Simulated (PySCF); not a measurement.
**C₃H₅F₃O₂Si: electronic excitations**

Aim: predict the electronic excitations of C₃H₅F₃O₂Si (`O=C(CC(F)(F)F)O[SiH3]`).

Computed with PySCF 2.14.0, with density-fitted response routines of our own, on a single molecule in the gas phase. Atoms count from 0, in the outputs and in this text.

### Step 1. The starting structure

14 atoms, charge 0, multiplicity 1; geometry from: GFN2-xTB.

Bonds of the start (Å): O0–C1 1.20, C1–C2 1.53, C2–C3 1.52, C3–F4 1.34, C3–F5 1.34, C3–F6 1.34, C1–O7 1.31, O7–Si8 1.68, C2–H9 1.09, C2–H10 1.09, Si8–H11 1.45, Si8–H12 1.46, Si8–H13 1.46.

### Step 2. Ultraviolet spectrum: CAM-B3LYP/def2-SVPD

Job settings and geometry (Å):

```
{"job": {"kind": "uv", "xc": "CAM-B3LYP", "basis": "def2-SVPD", "nstates": 8, "ntriplets": 3}, "charge": 0, "multiplicity": 1}
O      0.453915    -1.990715    -0.236501
C      0.061336    -0.892527     0.037861
C     -1.426459    -0.557666     0.168920
C     -1.736124     0.864516    -0.257484
F     -1.215158     1.168450    -1.452735
F     -3.062560     1.057008    -0.364647
F     -1.296157     1.783287     0.607506
O      0.839163     0.134021     0.268411
Si     2.509855     0.079069     0.125612
H     -2.003101    -1.250474    -0.446554
H     -1.727692    -0.674625     1.212963
H      2.771866     1.461516     0.490122
H      3.006540    -0.908119     1.076871
H      2.823898    -0.274213    -1.252512
```

Method: TDDFT CAM-B3LYP/def2-SVPD, vertical, gas phase, core orbitals frozen in the response.

Launch:

```bash
OMP_NUM_THREADS=1 python probes_run.py task.json out
```

This one command runs all jobs of the session in turn.

Log:

```text
coarse grid: 13416 points
cycle   1  E = -855.7583230247  dE =  1.643e+00  |g| = 1.297e+00  |ddm| = 5.045e+00
cycle   2  E = -855.4962563782  dE =  2.621e-01  |g| = 1.847e+00  |ddm| = 4.100e+00
cycle   3  E = -856.0676231653  dE = -5.714e-01  |g| = 2.128e-01  |ddm| = 2.653e+00
cycle   4  E = -856.0746725841  dE = -7.049e-03  |g| = 9.243e-02  |ddm| = 2.904e-01
cycle   5  E = -856.0761476225  dE = -1.475e-03  |g| = 1.764e-02  |ddm| = 1.199e-01
cycle   6  E = -856.0762117651  dE = -6.414e-05  |g| = 4.266e-03  |ddm| = 2.866e-02
cycle   7  E = -856.0762161872  dE = -4.422e-06  |g| = 1.281e-03  |ddm| = 1.023e-02
final grid: 129640 points
cycle   8  E = -856.2061696193  dE = -3.213e-05  |g| = 4.439e-03  |ddm| = 6.720e-02
cycle   9  E = -856.2061678324  dE =  1.787e-06  |g| = 5.655e-03  |ddm| = 1.011e-02
cycle  10  E = -856.2061731303  dE = -5.298e-06  |g| = 5.864e-04  |ddm| = 5.764e-03
cycle  11  E = -856.2061731788  dE = -4.851e-08  |g| = 3.346e-04  |ddm| = 9.914e-04
cycle  12  E = -856.2061731984  dE = -1.957e-08  |g| = 7.140e-05  |ddm| = 4.764e-04
cycle  13  E = -856.2061731995  dE = -1.105e-09  |g| = 1.587e-05  |ddm| = 1.158e-04
cycle  14  E = -856.2061731996  dE = -6.821e-11  |g| = 6.431e-06  |ddm| = 3.401e-05
converged SCF energy = -856.2061731996

Static polarisability (au): isotropic 69.190, principal 59.321 70.176 78.074

Singlet excitations
state   eV       nm        f      main configurations
  1   5.8953    210.3   0.00057   H->L+1 0.59, H->L 0.33
  2   7.8576    157.8   0.01470   H->L 0.50, H->L+1 0.25
  3   8.1178    152.7   0.00795   H-1->L 0.54, H-1->L+1 0.19
  4   8.2351    150.6   0.01024   H-2->L+1 0.32, H-1->L+1 0.19, H-4->L+1 0.15
  5   8.3521    148.4   0.09759   H-1->L+1 0.36, H-1->L 0.21, H-2->L 0.16
  6   8.4832    146.2   0.05807   H-2->L 0.41, H-2->L+1 0.34
  7   8.8939    139.4   0.05698   H->L+2 0.56, H->L+1 0.09
  8   9.1658    135.3   0.04095   H-1->L+2 0.60, H-3->L 0.14, H-3->L+1 0.10

Triplet excitations (Tamm-Dancoff, eV): 5.3889 6.2118 7.6215
```

Run time: 85 s. Hardware: 1 thread of Arm Neoverse V1, shared host; peak memory 1.1 GiB.

The orbitals next to the gap, with their largest atomic shares:

```csv
orbital,eV,atoms
HOMO−3,-12.12,"O0 27 %, Si8 22 %, H13 13 %"
HOMO−2,-11.52,"Si8 29 %, O7 23 %, H11 20 %"
HOMO−1,-11.04,"O7 32 %, O0 23 %, Si8 17 %"
HOMO,-10.23,"O0 67 %, O7 9 %, C1 9 %"
LUMO,0.57,"Si8 23 %, C1 17 %, O0 12 %"
LUMO+1,0.68,"C1 24 %, Si8 19 %, O0 18 %"
LUMO+2,1.10,"Si8 53 %, H12 9 %, H11 8 %"
```

With each of the 8 states as a Gaussian band of 0.4 eV half-width at 1/e, the curve within the window shown has maxima at 147 nm (ε 7,300) L/(mol cm). Beyond the last state computed it falls off for lack of states. The curve at chosen wavelengths:

(nm, ε (L/mol/cm)): (131, 1251), (135, 3172), (139, 4697), (143, 6210), (147, 7349), (152, 5473), (156, 2914), (160, 1279), (164, 504), (168, 171), (172, 47), (176, 10), (180, 2), (185, 1), (189, 1), (193, 4), (197, 9), (201, 14), (205, 20), (209, 23), (213, 22), (218, 18), (222, 13), (226, 8), (230, 5), (234, 2)

Further results of this job:

```csv
property,computed
dipole moment (D),1.50
polarisability (Å³),10.25
HOMO–LUMO gap (eV),10.80
−ε(HOMO) (eV),10.23
```

### Step 3. What came out

| quantity | value |
| --- | --- |
| lowest singlet (CAM-B3LYP/def2-SVPD) | 5.90 eV (210 nm), f = 0.001 |
| brightest single state of those computed | state 5, 8.35 eV, f = 0.098 |
| lowest triplet | 5.39 eV |

**Reading.** The first singlet state (HOMO→LUMO+1 0.59, HOMO→LUMO 0.33) lies at 5.90 eV and is dark; of the 8 states computed, the strongest absorption comes from state 5 at 8.35 eV (the last state computed is bright too, and its partners may lie past the list). The lowest triplet lies 0.51 eV below the lowest singlet (triplets in Tamm-Dancoff, singlets in full TDDFT).
